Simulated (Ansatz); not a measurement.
# AlNi2: the cost of one run

Method: DFT LDA, scalar-relativistic, plane waves, PAW, in Ansatz 0.2.0.

**1. The system as given**

It takes space group P-3m1 (No. 164, trigonal). Conventional cell: a = 3.974 Å, b = 3.974 Å, c = 4.904 Å, α = 90.00°, β = 90.00°, γ = 120.00°. Around Al (site symmetry 3m) lie 8 Ni at 2.37 to 2.48 Å. Ni (site symmetry 3m) has 5 Al at 2.37 to 2.48 Å and 3 Ni at 2.47 Å as nearest neighbours. Ni (site symmetry -3m) has 8 Ni at 2.45 to 2.47 Å and 6 Al at 2.75 Å as nearest neighbours. Ni (site symmetry -3m) is surrounded by 8 Ni at 2.45 to 2.77 Å and 6 Al at 2.48 Å.

Structure file:

```
Al Ni
1.0
     3.97400    0.00000    0.00000
    -1.98700    3.44159    0.00000
     0.00000    0.00000    4.90426
Al Ni
2 4
Direct
  0.33333 0.66667 0.18987
  0.66667 0.33333 0.81013
  0.33333 0.66667 0.68511
  0.66667 0.33333 0.31489
  0.00000 0.00000 0.50000
  0.00000 0.00000 0.00000
```

Source of the structure: the Materials Project (structure only).

(A quick probe on a coarse mesh, which set the mesh and smearing, is not shown.)

**3. The relaxation**

input.yaml

```yaml
crystal:
  lattice:
    - [3.9740030242, 0.0, 0.0]
    - [-1.9870015121, 3.4415875737, 0.0]
    - [0.0, 0.0, 4.90425882]
  atoms:
    - { symbol: Al, position: [0.33333333, 0.66666667, 0.18987406] }
    - { symbol: Al, position: [0.66666667, 0.33333333, 0.81012594] }
    - { symbol: Ni, position: [0.33333333, 0.66666667, 0.68511004] }
    - { symbol: Ni, position: [0.66666667, 0.33333333, 0.31488996] }
    - { symbol: Ni, position: [0.0, 0.0, 0.5] }
    - { symbol: Ni, position: [0.0, 0.0, 0.0] }
basis:
  ecutwfc: 420
kpoints:
  mp_grid: { grid: [12, 12, 8] }
hamiltonian:
  xc: lda
scf:
  occupations: { method: gaussian, width: 0.1 }
output:
  forces: true
  stress: true
  eigenvalues: true
relax:
  adjacent_minimum: "off"
  f_tol: 0.005
  max_steps: 80
  cell: { stress_tol: 0.05 }
```

Run with:

```
> ansatz run input.yaml --threads 2 --pin off --max-ram 6144MiB --backend cpu --events-out ev --progress --plain --runs-dir out
```

Q: Estimate wall time and peak memory on 2 threads of Arm Neoverse V2, shared host.

About 55 s, with a peak of 0.56 GiB.
